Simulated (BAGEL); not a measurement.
# HF/3-21G (density fitting with qzvpp-jkfit) run of CH4BFOSi (SMILES O=CB[SiH2]F)

What is the energy change on altering one bond length of CH4BFOSi at HF/3-21G (density fitting with qzvpp-jkfit)? 

The results are computed with BAGEL 1.2.2.

3 further runs of the same task are left out: 1 that didn't finish, 2 set aside as unsound or not needed. Runs told in other sessions of the task aren't counted.

## (1) The structure to begin with

CH4BFOSi: 9 atoms, total charge 0, spin state singlet. SMILES: `O=CB[SiH2]F`. The shape is that of a PBE0-D4/def2-TZVP optimisation. This is one conformer, not always the lowest.

Bond lengths: O1–C2 1.227 Å, C2–B3 1.522 Å, B3–Si4 2.001 Å, Si4–F5 1.610 Å, C2–H6 1.099 Å, B3–H7 1.195 Å, Si4–H8 1.489 Å, Si4–H9 1.486 Å. Some angles: O1–C2–B3 90.0°, C2–B3–Si4 120.9°, B3–Si4–F5 110.9°, O1–C2–H6 122.9°, B3–C2–H6 147.1°, C2–B3–H7 117.0°, Si4–B3–H7 122.0°, B3–Si4–H8 109.8°, B3–Si4–H9 112.6°, F5–Si4–H8 107.4°.

## (2) The energy at HF/3-21G (density fitting with qzvpp-jkfit)

File input.json:

```json
{ "bagel" : [

{
  "title" : "molecule",
  "basis" : "3-21g",
  "df_basis" : "qzvpp-jkfit",
  "angstrom" : true,
  "geometry" : [
    { "atom" : "O", "xyz" : [      -0.789500,       0.780400,       1.703800 ] },
    { "atom" : "C", "xyz" : [      -0.128300,       1.442100,       0.910400 ] },
    { "atom" : "B", "xyz" : [       0.628100,       0.188700,       0.495800 ] },
    { "atom" : "Si", "xyz" : [      -0.077200,      -1.007600,      -0.945000 ] },
    { "atom" : "F", "xyz" : [      -1.360800,      -0.349200,      -1.659700 ] },
    { "atom" : "H", "xyz" : [      -0.262400,       2.525000,       0.778500 ] },
    { "atom" : "H", "xyz" : [       1.608700,      -0.084900,       1.121700 ] },
    { "atom" : "H", "xyz" : [       0.964000,      -1.202600,      -1.991900 ] },
    { "atom" : "H", "xyz" : [      -0.494200,      -2.338100,      -0.430900 ] }
  ]
},

{ "title" : "hf", "charge" : 0 },

{ "title" : "print", "file" : "orbitals.molden", "orbitals" : true }

]}
```

On the command line:

```
BAGEL_NUM_THREADS=1 BAGEL input.json > input.out
```

What it wrote:

```text
* using 1 threads per process

  ===============================================================
  ===============================================================

  *** Geometry ***

  { "atom" : "O", "xyz" : [     -1.491939,      1.474742,      3.219715 ] },
  { "atom" : "C", "xyz" : [     -0.242452,      2.725174,      1.720407 ] },
  { "atom" : "B", "xyz" : [      1.186937,      0.356591,      0.936926 ] },
  { "atom" : "Si", "xyz" : [     -0.145887,     -1.904088,     -1.785791 ] },
  { "atom" : "F", "xyz" : [     -2.571539,     -0.659892,     -3.136378 ] },
  { "atom" : "H", "xyz" : [     -0.495864,      4.771558,      1.471152 ] },
  { "atom" : "H", "xyz" : [      3.040002,     -0.160438,      2.119706 ] },
  { "atom" : "H", "xyz" : [      1.821696,     -2.272585,     -3.764145 ] },
  { "atom" : "H", "xyz" : [     -0.933903,     -4.418369,     -0.814283 ] },

  Number of auxiliary basis functions:      504

  Since a DF basis is specified, we compute 2- and 3-index integrals:
    o Being stored without compression. Storage requirement is 0.013 GB

  Number of basis functions:       57
  Number of electrons      :       46

    * METHOD: MOLECULE                             0.21

  *** RHF ***

  === Nuclear Repulsion ===
   199.7695794921

      * DIIS with orbital gradients will be used.

  === RHF iteration (3-21g) ===
      0       -525.05055914          0.02594208           0.05
      1       -525.14470519          0.02240652           0.05
      2       -525.24642824          0.00264981           0.06
      3       -525.24903730          0.00147843           0.06
      4       -525.24976922          0.00032933           0.05
      5       -525.24990781          0.00014186           0.05
      6       -525.24993317          0.00004285           0.06
      7       -525.24993513          0.00001144           0.05
      8       -525.24993524          0.00000436           0.06
      9       -525.24993525          0.00000234           0.05
     10       -525.24993525          0.00000135           0.05
     11       -525.24993525          0.00000065           0.06
     12       -525.24993526          0.00000027           0.05
     13       -525.24993526          0.00000012           0.05
     14       -525.24993526          0.00000006           0.05
     15       -525.24993526          0.00000002           0.05
     16       -525.24993526          0.00000001           0.05
    * SCF iteration converged.

    * Permanent dipole moment:
           (   -0.945279,    -0.623993,     0.050595) a.u.

    * METHOD: HF                                   1.09

    * METHOD: PRINT                                0.01

  ===============================================================
```

Run time: 1.4 s. Hardware: 1 thread of Arm Neoverse V1, shared host; peak memory 0.093 GiB.

## (3) The distorted shape at the same level

File input.json:

```json
{ "bagel": [

{
  "title": "molecule",
  "basis": "3-21g",
  "df_basis": "qzvpp-jkfit",
  "angstrom": true,
  "geometry": [
    { "atom": "O", "xyz": [      -0.596987,       0.681654,       1.810990 ] },
    { "atom": "C", "xyz": [       0.064213,       1.343354,       1.017590 ] },
    { "atom": "B", "xyz": [       0.820613,       0.089954,       0.602990 ] },
    { "atom": "Si", "xyz": [       0.115313,      -1.106346,      -0.837810 ] },
    { "atom": "F", "xyz": [      -1.360800,      -0.349200,      -1.659700 ] },
    { "atom": "H", "xyz": [      -0.069887,       2.426254,       0.885690 ] },
    { "atom": "H", "xyz": [       1.801213,      -0.183646,       1.228890 ] },
    { "atom": "H", "xyz": [       1.156513,      -1.301346,      -1.884710 ] },
    { "atom": "H", "xyz": [      -0.301687,      -2.436846,      -0.323710 ] }
  ]
},

{
  "title": "hf"
},

{
  "title": "print",
  "file": "orbitals.molden",
  "orbitals": true
}

]}
```

On the command line:

```
BAGEL_NUM_THREADS=1 BAGEL input.json > input.out
```

What it wrote:

```text
* using 1 threads per process

  ===============================================================
  ===============================================================

  *** Geometry ***

  { "atom" : "O", "xyz" : [     -1.128142,      1.288139,      3.422275 ] },
  { "atom" : "C", "xyz" : [      0.121345,      2.538571,      1.922966 ] },
  { "atom" : "B", "xyz" : [      1.550734,      0.169988,      1.139486 ] },
  { "atom" : "Si", "xyz" : [      0.217910,     -2.090691,     -1.583231 ] },
  { "atom" : "F", "xyz" : [     -2.571539,     -0.659892,     -3.136378 ] },
  { "atom" : "H", "xyz" : [     -0.132067,      4.584956,      1.673712 ] },
  { "atom" : "H", "xyz" : [      3.403799,     -0.347041,      2.322266 ] },
  { "atom" : "H", "xyz" : [      2.185493,     -2.459188,     -3.561586 ] },
  { "atom" : "H", "xyz" : [     -0.570106,     -4.604972,     -0.611723 ] },

  Number of auxiliary basis functions:      504

  Since a DF basis is specified, we compute 2- and 3-index integrals:
    o Being stored without compression. Storage requirement is 0.013 GB

  Number of basis functions:       57
  Number of electrons      :       46

    * METHOD: MOLECULE                             0.21

  *** RHF ***

  === Nuclear Repulsion ===
   192.9605805972

      * DIIS with orbital gradients will be used.

  === RHF iteration (3-21g) ===
      0       -524.99984492          0.02753845           0.06
      1       -525.10352278          0.02408480           0.05
      2       -525.22587284          0.00262200           0.05
      3       -525.22857352          0.00159845           0.05
      4       -525.22937320          0.00034492           0.05
      5       -525.22952088          0.00014658           0.05
      6       -525.22954776          0.00004565           0.05
      7       -525.22955002          0.00001323           0.05
      8       -525.22955017          0.00000564           0.05
      9       -525.22955019          0.00000254           0.05
     10       -525.22955020          0.00000138           0.05
     11       -525.22955020          0.00000068           0.06
     12       -525.22955020          0.00000029           0.05
     13       -525.22955020          0.00000011           0.05
     14       -525.22955020          0.00000004           0.05
     15       -525.22955020          0.00000002           0.05
     16       -525.22955020          0.00000001           0.05
    * SCF iteration converged.

    * Permanent dipole moment:
           (   -1.230457,    -0.510934,    -0.135899) a.u.

    * METHOD: HF                                   1.08

    * METHOD: PRINT                                0.01

  ===============================================================
```

Wall time 1.4 s (1 thread of Arm Neoverse V1, shared host); peak memory 0.092 GiB.

## (4) Results

Level: HF/3-21G (density fitting with qzvpp-jkfit).

| quantity | value |
| --- | --- |
| first shape: total energy | -525.24994 Eh |
| first shape: dipole moment | 2.88 D |
| first shape: HOMO energy | -11.39 eV |
| first shape: LUMO energy | 2.54 eV |
| first shape: HOMO–LUMO gap | 13.93 eV |
| distorted shape: total energy | -525.22955 Eh |
| distorted shape: dipole moment | 3.40 D |
| distorted shape: HOMO energy | -11.60 eV |
| distorted shape: LUMO energy | 2.36 eV |
| distorted shape: HOMO–LUMO gap | 13.96 eV |
| energy change with the Si4–F5 bond stretched from 1.610 to 1.851 Å | 0.555 eV |

What this shows: With the Si4–F5 bond stretched from 1.610 to 1.851 Å the energy rises by 0.55 eV (12.8 kcal/mol). The first shape isn't relaxed at this level, so the change isn't measured from a minimum.
